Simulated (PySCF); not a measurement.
# A diatomic session: YbH

The task here is to estimate one member of a computed series from the others.

Computed with PySCF 2.14.0. Level: Yb x2c-TZVPall, H x2c-TZVPall, spin-free X2C with a Gaussian nucleus.

The first run:

Settings of the job:

```yaml
atoms: Yb, H
charge: 0
basis: Yb x2c-TZVPall, H x2c-TZVPall
Hamiltonian: spin-free X2C with a Gaussian nucleus
basis_functions: 110
electrons_treated: 71
masses_in_u: 173.9389, 1.0078
levels: PBE0, PBE, r²SCAN, TPSSh, revPBE, CAM-B3LYP, HF, MP2, SCS-MP2
grid: 80 radial by 434 angular points
occupations: held fixed by the projection of orbital angular momentum
dissociation_limit: Yb + H, each in its ground configuration
starting_distance_in_angstrom: 1.815
values_of_2S_to_try: 1, 3
```

Command:

```
> OMP_NUM_THREADS=4 python dia.py task.json out
```

Steps of the session up to this table: Set-up; PBE0 along the bond; Excited determinants; PBE; r²SCAN; TPSSh; revPBE (GGA); CAM-B3LYP (range-separated hybrid); UHF.

One table of the session follows, with a row left open; its other results are not shown here.

```
      level  Re (Å)  ωe (cm⁻¹)  De (eV)
        UHF   2.125       1231     1.16
    UHF-MP2   2.006       1306     1.07
UHF-SCS-MP2   2.028       1293     1.13
        PBE       ?          ?        ?
     revPBE   2.029       1211     1.63
     r²SCAN   2.002       1269     1.87
      TPSSh   2.020       1259     1.88
       PBE0   2.050       1222     1.52
  CAM-B3LYP   2.047       1228     1.56
```

**Question.** Estimate the row for PBE.

**Answer.** Re (Å): 2.020; ωe (cm⁻¹): 1223; De (eV): 1.61.

De is counted to Yb + H in their ground configurations.

Caveats from the session: The state is the lowest single determinant that the PBE0 search found; with open d or f shells the true ground state can be another one.
